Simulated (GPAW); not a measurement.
Crystal: HfB.

```xyz
2
Lattice="0.0000 2.3100 2.3100 2.3100 0.0000 2.3100 2.3100 2.3100 0.0000" Properties=species:S:1:pos:R:3 pbc="T T T"
Hf    2.3100    2.3100    2.3100
B     0.0000    0.0000    0.0000
```

Program: GPAW 26.7.0. Alike in all runs: task single point; level r2SCAN+U; potentials or basis GPAW PAW data sets (gpaw-data 1.2.1), pw; no spin polarisation; cell as given; k mesh 10 × 10 × 10; cutoff (eV) 800; smearing fermi-dirac 0.05 eV.

**Question.** Order these runs on this cell by their pressure, lowest first.
A. U Hf d U = 1 eV
B. U Hf d U = 4 eV
C. U Hf d U = 6 eV
D. U Hf d U = 5 eV
E. U Hf d U = 8 eV

**Answer.** A (35.2 GPa), B (46.8 GPa), D (50.7 GPa), C (54.7 GPa), E (62.8 GPa).

Caveats: a pressure of tens of GPa on the cell as given is suspect, and the run, the potentials or the cell itself is likely at fault; the PAW data sets were made with another functional, which shifts forces and pressure a little; U without spin polarisation on a metal has little footing; the U is typed as a test and isn't derived for this compound.

Runs at the PBE level aren't shown here.
